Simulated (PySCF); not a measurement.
# One shape, several levels: InH2F (SMILES [F][InH2])

We compute a comparison of 6 runs (B3LYP/STO-3G, MP2/STO-3G, UMP2/STO-3G, CCSDT(Q)/STO-3G, UCCSD(T)/STO-3G, FCI/STO-3G) of InH2F. 

The results are computed with PySCF 2.14.0.

3 further runs of the same task are left out: 3 set aside as unsound or not needed.

## Step 1: The structure to begin with

InH2F: 4 atoms, total charge 0, spin state singlet. SMILES: `[F][InH2]`. The In2–H3 distance was set to 3.064 Å, away from the relaxed value. At this shape a bond of the SMILES string is far longer than usual.

Bond lengths: F1–In2 1.961 Å, In2–H4 1.702 Å. Angles: F1–In2–H4 110.4°.

## Step 2: A single-point energy at B3LYP/STO-3G (run 1)

File start.xyz:

```xyz
4
FH2In
F     -2.519725     0.184525    -0.446764
In    -0.693525     0.866225    -0.661664
H      1.304300    -0.965100     0.767900
H     -0.699325     2.295825    -1.585764
```

File run.py:

```python
from pyscf import gto, dft

mol = gto.M(
    atom='start.xyz',
    verbose=3,
    basis='sto-3g',
    max_memory=1860,
    charge=0,
)

mf = dft.RKS(mol, xc='b3lyp')
mf.conv_tol = 1e-10
mf.grids.level = 5
mf.kernel()
if not mf.converged:
    mf = mf.newton().run(mf.mo_coeff, mf.mo_occ)

e_final = mf.e_tot
print('E = %.10f Eh' % e_final)
```

Started as:

```
$ OMP_NUM_THREADS=1 python run.py
```

Output:

```text
converged SCF energy = -5784.25213530174
E = -5784.2521353017 Eh
```

Run time: 6 s. Hardware: 1 thread of Arm Neoverse V1, shared host; peak memory 0.26 GiB.

## Step 3: A single-point energy at MP2/STO-3G (run 2)

File run.py:

```python
from pyscf import gto, mp

molecule = gto.M(
    atom='''
F     -2.519725     0.184525    -0.446764
In    -0.693525     0.866225    -0.661664
H      1.304300    -0.965100     0.767900
H     -0.699325     2.295825    -1.585764
''',
    basis='sto-3g',
    verbose=4,
    max_memory=1860,
    charge=0,
)

myscf = molecule.RHF()
myscf.conv_tol = 1e-10
myscf.kernel()
if not myscf.converged:
    myscf = myscf.newton().run(myscf.mo_coeff, myscf.mo_occ)

pt = mp.MP2(myscf, frozen=19).run()
etot = pt.e_tot
print('E = %.10f Eh' % etot)
```

Started as:

```
$ OMP_NUM_THREADS=1 python run.py
```

Output:

```text
PySCF version 2.14.0

[... 60 lines left out ...]
converged SCF energy = -5781.82977115661
[... 1 line left out ...]
******** <class 'pyscf.mp.mp2.RMP2'> ********
nocc = 11, nmo = 15
frozen orbitals 19
E(RMP2) = -5781.92281752504  E_corr = -0.0930463684384019
E(SCS-RMP2) = -5781.93525256399  E_corr = -0.105481407385726
E_corr(same-spin) = -0.00712411700810346
E_corr(oppo-spin) = -0.0859222514302985
E = -5781.9228175250 Eh
```

Run time: 1.1 s. Hardware: 1 thread of Arm Neoverse V1, shared host; peak memory 0.12 GiB.

Run 3 isn't shown in full; the table further down has it.

## Step 4: A single-point energy at CCSDT(Q)/STO-3G (run 4)

File geometry.xyz:

```xyz
4

F     -2.519725     0.184525    -0.446764
In    -0.693525     0.866225    -0.661664
H      1.304300    -0.965100     0.767900
H     -0.699325     2.295825    -1.585764
```

File input.py:

```python
from pyscf import gto, cc

mol = gto.M(
    atom='geometry.xyz',
    max_memory=1860,
    charge=0,
    verbose=3,
    basis='sto-3g',
)

myscf = mol.RHF()
myscf.conv_tol = 1e-10
myscf.kernel()
if not myscf.converged:
    myscf = myscf.newton().run(myscf.mo_coeff, myscf.mo_occ)

mycc = cc.CCSDT(myscf, frozen=19)
mycc.kernel()
e_bracket, e_q = mycc.ccsdt_q()
e_final = mycc.e_tot + e_q
print(f'total energy: {e_final:.8f} hartree')
```

Started as:

```
$ OMP_NUM_THREADS=1 python input.py
```

Output:

```text
converged SCF energy = -5781.82977115661
_make_eris_incore_RCCSDT

WARN: A large `blksize` is being used, which may cause large memory consumption
      for storing contraction intermediates. If memory is sufficient, consider using
      `pyscf.cc.rccsdt_highm.RCCSDT` instead.

RCCSDT converged
E(RCCSDT) = -5781.989946306268   E_corr = -0.1601751496618312
E_corr(same-spin) = -0.0101707529166387
E_corr(oppo-spin) = -0.150004396745193
_make_eris_incore_RCCSDT
total energy: -5781.99182413 hartree
```

Wall time 6.3 s (1 thread of Arm Neoverse V1, shared host); peak memory 0.12 GiB.

Run 5 isn't shown in full; the table further down has it.

## Step 5: The energy at FCI/STO-3G (run 6)

File run.py:

```python
from pyscf import gto, scf, mcscf
from pyscf import fci

mol = gto.M(
    atom=[
    ('F', (-2.519725, 0.184525, -0.446764)),
    ('In', (-0.693525, 0.866225, -0.661664)),
    ('H', (1.304300, -0.965100, 0.767900)),
    ('H', (-0.699325, 2.295825, -1.585764)),
],
    verbose=4,
    basis='sto-3g',
    spin=0,
    max_memory=1860,
    charge=0,
)

mf = scf.RHF(mol)
mf.conv_tol = 1e-10
mf.kernel()
if not mf.converged:
    mf = mf.newton().run(mf.mo_coeff, mf.mo_occ)

cas = mcscf.CASCI(mf, mf.mo_coeff.shape[-1] - 19, (mol.nelec[0] - 19, mol.nelec[1] - 19))  # full CI above the frozen core
cas.fcisolver = fci.direct_spin0.FCI(mol)  # even spin states alone
cas.kernel()
print('<S^2> = %.4f' % cas.fcisolver.spin_square(cas.ci, cas.ncas, cas.nelecas)[0])
e_final = cas.e_tot
print('E = %.10f Eh' % e_final)
```

Started as:

```
$ OMP_NUM_THREADS=1 python run.py
```

Output:

```text
PySCF version 2.14.0

[... 60 lines left out ...]
converged SCF energy = -5781.82977115661
[... 1 line left out ...]
******** <class 'pyscf.mcscf.casci.CASCI'> ********
CAS (11e+11e, 15o), ncore = 19, nvir = 0
natorb = False
canonicalization = True
sorting_mo_energy = False
******** <class 'pyscf.fci.direct_spin0.FCISolver'> ********
max. cycles = 100
conv_tol = 1e-10
davidson only = False
linear dependence = 1e-14
level shift = 0.001
max iter space = 12
nroots = 1
pspace_size = 400
spin = None
Density matrix diagonal elements [1.99758209 1.99574677 1.99746787 1.99974438 1.99982224 1.99923991
 1.97229989 1.97765893 1.955061   1.95577182 1.5091106  0.50170961
 0.05511238 0.05211394 0.03155857]
CASCI converged
CASCI E = -5781.99101855799  E(CI) = -114.929912605244  S^2 = 0.0000000
<S^2> = 0.0000
E = -5781.9910185580 Eh
```

It took 71 s on 1 thread of Arm Neoverse V1, shared host; peak memory 0.52 GiB.

## Step 6: All runs side by side

```csv
run,level,integration grid,frozen core orbitals,energy (Eh),dipole moment (D) of the reference,HOMO energy (eV),LUMO energy (eV),wall time
1,B3LYP/STO-3G,5,–,-5784.252135,1.33,-2.87,0.42,6 s
2,MP2/STO-3G,–,19,-5781.922818,1.83,-4.81,3.71,1.1 s
3,UMP2/STO-3G,–,19,-5781.957773,1.99,-5.11,5.29,1.2 s
4,CCSDT(Q)/STO-3G,–,19,-5781.991824,1.83,-4.81,3.71,6.3 s
5,UCCSD(T)/STO-3G,–,19,-5781.986313,1.99,-5.11,5.29,1.6 s
6,FCI/STO-3G,–,19,-5781.991019,1.83,-4.81,3.71,71 s
```

## Step 7: What came out

| quantity | value |
| --- | --- |
| run 6: total energy | -5781.99102 Eh |
| run 6: dipole moment (Hartree–Fock density) | 1.83 D |
| run 6: HOMO energy (Hartree–Fock orbitals) | -4.81 eV |
| run 6: LUMO energy (Hartree–Fock orbitals) | 3.71 eV |
| run 6: HOMO–LUMO gap (Hartree–Fock orbitals) | 8.52 eV |
| run 6: correlation energy (19 core orbitals frozen) | -161.2 mEh |

**Reading.** Against full CI in this basis: MP2 +68.2 mEh; UMP2 +33.2 mEh; CCSDT(Q) -0.8 mEh; UCCSD(T) +4.7 mEh. In runs 1, 2, 3, 4, 5, 6 the basis is minimal, so the values are rough. In runs 1, 2, 3, 4, 5, 6 relativity is left out where basis or elements ask for it. Spin contamination of the reference: run 3 ⟨S²⟩ = 0.92, run 5 ⟨S²⟩ = 0.92. Where it is this large, the reference is a mixture of spin states, and values that rest on it are in doubt. All runs together took 87 s, the longest 71 s.
